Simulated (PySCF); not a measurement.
# From one method to the next for HgB

Aim: see what other levels and later steps give for HgB.

Program: PySCF 2.14.0. Level of theory: each script names its method and basis. These are calculated values, not measurements.

5 further runs of the same task are left out: 5 that didn't finish.

**1. The system as given**

HgB: 2 atoms, charge 0, spin multiplicity 2.

Bond lengths: Hg1–B2 2.190 Å.

**2. The run that the others are compared with**

input.py reads:

```python
from pyscf import gto, scf

mol = gto.M(
    atom='Hg 0 0 0; B 0 0 2.19',
    basis='sbkjc',
    ecp={'Hg': 'sbkjc', 'B': 'sbkjc'},
    charge=0,
    spin=1,
    symmetry=True,
    verbose=4,
)
mf = scf.UHF(mol)
mf = mf.newton()
mf.kernel()
mf.dip_moment()
print('orbital energies (hartree):', [e[max(0, n-3):n+3].round(4) for e, n in zip(mf.mo_energy, mol.nelec)])
```

Launch:

```sh
$ OMP_NUM_THREADS=1 python input.py
```

Its log is not repeated here.

In short: E(SCF) = -153.071281 Eh, 6 macro-iterations, ⟨S²⟩ = 0.784, μ = 0.71 D.

The bond length is a typed value, not an optimised one.

**3. Camb3lyp (UKS)**

Run 1 changes functional: none (Hartree–Fock) → camb3lyp; SCF type: UHF → UKS; step after the SCF: none → analyze.

input.py reads:

```python
from pyscf import gto, dft

mol = gto.M(
    atom='Hg 0 0 0; B 0 0 2.19',
    basis='sbkjc',
    ecp={'Hg': 'sbkjc', 'B': 'sbkjc'},
    charge=0,
    spin=1,
    symmetry=True,
    verbose=4,
)
mf = dft.UKS(mol, xc='camb3lyp')
mf = mf.newton()
mf.kernel()
mf.mulliken_pop()
mf.dip_moment()
print('orbital energies (hartree):', [e[max(0, n-3):n+3].round(4) for e, n in zip(mf.mo_energy, mol.nelec)])
```

Launch:

```sh
$ OMP_NUM_THREADS=1 python input.py
```

**4. Geometry optimisation**

Run 2 changes step after the SCF: none → optimize.

input.py: that of step 2 with these lines changed.

```diff
@@ -1,2 +1,3 @@
 from pyscf import gto, scf
+from pyscf.geomopt.geometric_solver import optimize
 
@@ -14,3 +15,5 @@
 mf.kernel()
-mf.dip_moment()
+mol_eq = optimize(mf, maxsteps=30)
+print('optimised geometry (angstrom)')
+print(mol_eq.tostring('raw'))
 print('orbital energies (hartree):', [e[max(0, n-3):n+3].round(4) for e, n in zip(mf.mo_energy, mol.nelec)])
```

**5. Pw6b95 (UKS)**

Run 3 changes functional: none (Hartree–Fock) → pw6b95; SCF type: UHF → UKS; step after the SCF: none → analyze.

input.py: that of step 2 with these lines changed.

```diff
@@ -1,2 +1,2 @@
-from pyscf import gto, scf
+from pyscf import gto, dft
 
@@ -11,5 +11,6 @@
 )
-mf = scf.UHF(mol)
+mf = dft.UKS(mol, xc='pw6b95')
 mf = mf.newton()
 mf.kernel()
+mf.mulliken_pop()
 mf.dip_moment()
```

**6. Tpssh (UKS)**

Run 4 changes functional: none (Hartree–Fock) → tpssh; SCF type: UHF → UKS; step after the SCF: none → analyze.

input.py: that of step 2 with these lines changed.

```diff
@@ -1,2 +1,2 @@
-from pyscf import gto, scf
+from pyscf import gto, dft
 
@@ -11,5 +11,6 @@
 )
-mf = scf.UHF(mol)
+mf = dft.UKS(mol, xc='tpssh')
 mf = mf.newton()
 mf.kernel()
+mf.mulliken_pop()
 mf.dip_moment()
```

Q: Predict the outcome of this session. Wanted: for each run, E(SCF); from base; gap, α spin; SCF dipole; after the SCF.

**Answer**, as computed:

| run | E(SCF) (hartree) | from base (eV) | cycles | gap, α spin (eV) | SCF dipole (D) | after the SCF |
| --- | --- | --- | --- | --- | --- | --- |
| base | -153.071281 | 0 | 6 macro | -11.96 | 0.71 | n/a |
| camb3lyp (UKS) | -154.012172 | not comparable | 5 macro | -18.29 | 0.07 | n/a |
| geometry optimisation | -153.071281 | 0.0000 | 6 macro | -11.96 | n/a | bond 5.945 Å, -62.800 eV |
| pw6b95 (UKS) | -154.117022 | not comparable | 5 macro | -20.77 | 0.14 | n/a |
| tpssh (UKS) | -154.008324 | not comparable | 5 macro | -22.47 | 0.02 | n/a |

SCF columns refer to the geometry typed in the script.

The α-spin gap between the frontier levels is -22.5 eV with tpssh (10 % exact exchange) and -20.8 eV with pw6b95 (28 %): exact exchange opens it. Total energies of different functionals can't be compared with each other; differences within one functional can. The dearest run is “tpssh (UKS)”, at 28 s against 1.4 s.
